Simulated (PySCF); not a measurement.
# C4H8BF: the cost of one run

Programs: PySCF 2.14.0, with density-fitted response routines of our own. Each step states its level of theory. These are calculated values for one molecule in the gas phase, unless marked as measured. Atoms count from 0, in the outputs and in this text.

### Step 1. The molecule as given

14 atoms, charge 0, multiplicity 1; geometry from: PBE0-D3(BJ)/def2-SVP.

Bonds of the start (Å): C0–C1 1.34, C1–C2 1.50, C1–B3 1.57, B3–C4 1.57, B3–F5 1.34, C0–H6 1.09, C0–H7 1.10, C2–H8 1.10, C2–H9 1.10, C2–H10 1.10, C4–H11 1.10, C4–H12 1.10, C4–H13 1.10.

### Step 2. Shielding tensors: PBE0/6-31G*

What the job is given:

```
{"job": {"kind": "nmr", "xc": "PBE0", "basis": "6-31G*", "pop": true}, "charge": 0, "multiplicity": 1}
C      1.492289    -1.293099    -0.745979
C      0.636326    -0.316223    -0.399601
C      1.030567     1.133475    -0.430932
B     -0.807217    -0.722443     0.061251
C     -1.888075     0.302323     0.546033
F     -1.119677    -2.022587     0.042431
H      1.186642    -2.343265    -0.716106
H      2.519657    -1.084275    -1.068517
H      0.929798     1.597357     0.564352
H      0.377003     1.711387    -1.105869
H      2.069334     1.274116    -0.766020
H     -2.849038    -0.167601     0.797871
H     -2.060593     1.074190    -0.223398
H     -1.519945     0.847546     1.432390
```

Level: GIAO PBE0/6-31G* NMR shielding, non-relativistic, gas phase.

The run is started by

```
> OMP_NUM_THREADS=1 python probes_run.py task.json out
```

The driver reads the jobs from task.json and runs them one after another.

Q: Estimate the wall time and peak memory of this first job on 1 thread of Arm Neoverse V2, shared host.

About 7.4 s, with a peak of 0.58 GiB.
